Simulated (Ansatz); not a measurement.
# ZnPt: stress in a strained cell

Aim: deform ZnPt (equal xx and yy strain of -2 %) and compute stress, forces and field gradients with LAPW, PAW and all-electron datasets made for the crystal.

Computed with Ansatz 0.2.0 (DFT PBEsol, scalar-relativistic, unless a step's input says otherwise).

### 1 The structure to begin with

Symmetry: P4/mmm, No. 123, tetragonal system. Conventional cell: a = 2.864 Å, b = 2.864 Å, c = 3.510 Å, α = 90.00°, β = 90.00°, γ = 90.00°. Zn (site symmetry 4/mmm) is surrounded by 8 Pt at 2.68 Å and 4 Zn at 2.86 Å. Pt (site symmetry 4/mmm) has 8 Zn at 2.68 Å and 4 Pt at 2.86 Å as nearest neighbours.

Coordinates:

```xyz
2
Lattice="2.8640 0.0000 0.0000 0.0000 2.8640 0.0000 0.0000 0.0000 3.5100" Properties=species:S:1:pos:R:3 pbc="T T T"
Zn    1.4320    1.4320    1.7550
Pt    0.0000    0.0000    0.0000
```

Atoms are numbered in the order of the input: Zn1, Pt2.

### 2 The deformed structure

Space group P4/mmm before, P4/mmm after.

### 3 LAPW, all electrons

The input, input.yaml:

```yaml
crystal:
  lattice:
    - [2.80672, 0.0, 0.0]
    - [0.0, 2.80672, 0.0]
    - [0.0, 0.0, 3.51]
  atoms:
    - { symbol: Zn, position: [0.5, 0.5, 0.5] }
    - { symbol: Pt, position: [0.0, 0.0, 0.0] }
kpoints:
  mp_grid: { grid: [11, 11, 9] }
  band_path:
    path:
      - [0.0, 0.0, 0.0]
      - [0.0, 0.5, 0.0]
      - [0.5, 0.5, 0.0]
      - [0.0, 0.0, 0.0]
      - [0.0, 0.0, 0.5]
      - [0.0, 0.5, 0.5]
      - [0.5, 0.5, 0.5]
      - [0.0, 0.0, 0.5]
      - [0.0, 0.5, 0.0]
    npoints: 5
scf:
  occupations: { method: fermi_dirac, width: 0.05 }
hamiltonian:
  xc: pbesol
  pseudopotentials: { kind: all_electron, lapw: { basis_error: 0.00025 } }
output:
  forces: true
  stress: true
  eigenvalues: true
```

Command:

```bash
ansatz run input.yaml --threads 1 --pin off --max-ram 3072MiB --backend cpu --events-out ev --progress --plain --runs-dir out
```

### 4 Frozen-core PAW

The input, input.yaml:

```yaml
crystal:
  lattice:
    - [2.80672, 0.0, 0.0]
    - [0.0, 2.80672, 0.0]
    - [0.0, 0.0, 3.51]
  atoms:
    - { symbol: Zn, position: [0.5, 0.5, 0.5] }
    - { symbol: Pt, position: [0.0, 0.0, 0.0] }
kpoints:
  mp_grid: { grid: [11, 11, 9] }
scf:
  occupations: { method: fermi_dirac, width: 0.05 }
hamiltonian:
  xc: pbesol
  pseudopotentials: { kind: paw }
output:
  forces: true
  stress: true
  eigenvalues: true
  efg: { contact_densities: true }
```

### 5 All-electron PAW on datasets made for the crystal

input.yaml, as its differences from that of step 4:

```diff
@@ -14,3 +14,3 @@
   xc: pbesol
-  pseudopotentials: { kind: paw }
+  pseudopotentials: { kind: all_electron, datasets: crystal }
 output:
```

(Steps that only read results are left out.)

**Question.** What will these runs give? Wanted: pressure; largest shear or deviatoric stress.

**Answer**, as computed:

| quantity | value |
| --- | --- |
| pressure | LAPW 2.09, PAW 2.06, crystal datasets 2.09 GPa |
| largest shear or deviatoric stress (LAPW) | 1.21 GPa |

**Reading.** The largest part of the stress beyond the pressure is 1.21 GPa in size, in the zz component; the atoms are carried along and not relaxed. No run of the undeformed cell stands beside it, so the pressure holds what the given cell had before the change. PAW: stress within 0.04 GPa of LAPW. Crystal datasets: stress within 0.01 GPa of LAPW. Spin-orbit coupling is left out, though the cell holds Pt; in elements this heavy it can shift bands and gaps by tenths of an eV.
